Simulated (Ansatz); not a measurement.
# AsH+ (quartet): from Hartree-Fock to the top rungs, cc-pVTZ

How much of the correlation energy of AsH+ (quartet) does each wave-function method recover here?

Program: Ansatz 0.2.0, Gaussian basis. Level of theory: cc-pVTZ, core rule «outside noble gas», up to 14 orbitals frozen. These are calculated values, not measurements.

Plan: UHF; CCSD(T) on ROHF; CCSD(T) on UHF; BCCD(T) on ROHF; CISD; CCSDT(Q) on ROHF; CCSDT(Q) on UHF; CASSCF and MRCISD+Q, 5 electrons in 5 orbitals; CASSCF and NEVPT4(SD), 5 electrons in 5 orbitals; CASSCF and NEVPT2, 5 electrons in 5 orbitals; Full CI.

8 further runs of the same task are left out: 4 that didn't finish, 4 set aside as unsound or not needed.

### 1 What is computed

The geometry is a PBE0/def2-TZVP stationary point (not a proven minimum). No spin-orbit coupling is included. The filled d shell of As may be among the frozen orbitals whatever the setting's name suggests; the logs give the count.

2 atoms, charge 1, spin multiplicity 4.

Atoms are counted from 1 here; the program's logs count them from 0.

Bond lengths: As1–H2 1.641 Å.

### 2 UHF

Contents of in.yaml:

```yaml
crystal:
  periodic: [false, false, false]
  atoms:
    - {symbol: As, position_ang: [0.000000, 0.000000, 0.000000]}
    - {symbol: H, position_ang: [0.000000, 0.000000, 1.641400]}
basis:
  gaussian: {orbitals: cc-pVTZ}
total_charge: 1
magnetization: {spin_polarized: true, initial_magnetization: 3}
hamiltonian: {xc: hf}
output: {orbitals: {seedname: orbitals}}
```

Command:

```
$ ansatz run in.yaml --threads 1 --pin off --events-out ev --progress --plain --max-ram 2393MiB
```

The runs that follow: CCSD(T) on ROHF; CCSD(T) on UHF; BCCD(T) on ROHF; CISD; CCSDT(Q) on ROHF; CCSDT(Q) on UHF; CASSCF and MRCISD+Q, 5 electrons in 5 orbitals; CASSCF and NEVPT4(SD), 5 electrons in 5 orbitals; CASSCF and NEVPT2, 5 electrons in 5 orbitals; Full CI.

Before running them: what should the planned runs give, taken together? Wanted: FCI below the RHF energy; RMP2 from FCI; UMP2 from FCI; RCCSD from FCI; RCCSD(T) from FCI; UCCSD(T) from FCI; RCCSDT(Q) from FCI; UCCSDT(Q) from FCI; NEVPT2 valence from FCI.

**Answer**, as computed:

```
                         quantity                                                                                value
         FCI below the RHF energy                                                                           -2.4970 eV
                    RMP2 from FCI                                                                      +12.17 kcal/mol
                    UMP2 from FCI                                                                      +12.56 kcal/mol
                   RCCSD from FCI                                                                       +2.19 kcal/mol
                RCCSD(T) from FCI                                                                       +0.43 kcal/mol
                UCCSD(T) from FCI                                                                       -0.05 kcal/mol
               RCCSDT(Q) from FCI                                                                        0.00 kcal/mol
               UCCSDT(Q) from FCI                                                                       -0.49 kcal/mol
          NEVPT2 valence from FCI                                                                      +10.33 kcal/mol
      NEVPT4(SD) valence from FCI                                                                       +1.64 kcal/mol
        MRCISD+Q valence from FCI                                                                       +0.68 kcal/mol
levels within 1 kcal/mol (43 meV)  RCCSD(T), UCCSD(T), BCCD(T), RCCSDT, UCCSDT, RCCSDT(Q), UCCSDT(Q), MRCISD+Q valence
                    T1 diagnostic                                                                                0.021
   effectively unpaired electrons                                                                                 3.02
```

**Reading.** RCCSD(T) lands +0.43 kcal/mol from the yardstick (0.7 % of the correlation energy). CCSD(T) misses by +0.43 kcal/mol on the restricted determinant and by -0.05 kcal/mol on the unrestricted one; the two need not hold the same state or core. UCCSD(T), UCCSDT, UCCSDT(Q) fall below full CI: unrestricted runs freeze a spin-polarised core, another one than full CI's, and coupled cluster isn't variational. One determinant dominates. Of the multireference levels listed MRCISD+Q valence comes nearest in total energy (+0.68 kcal/mol), which doesn't show that its space is the better one. These misses are within one basis, not against nature; the frozen cores of restricted and unrestricted runs differ, which can shift their rows.
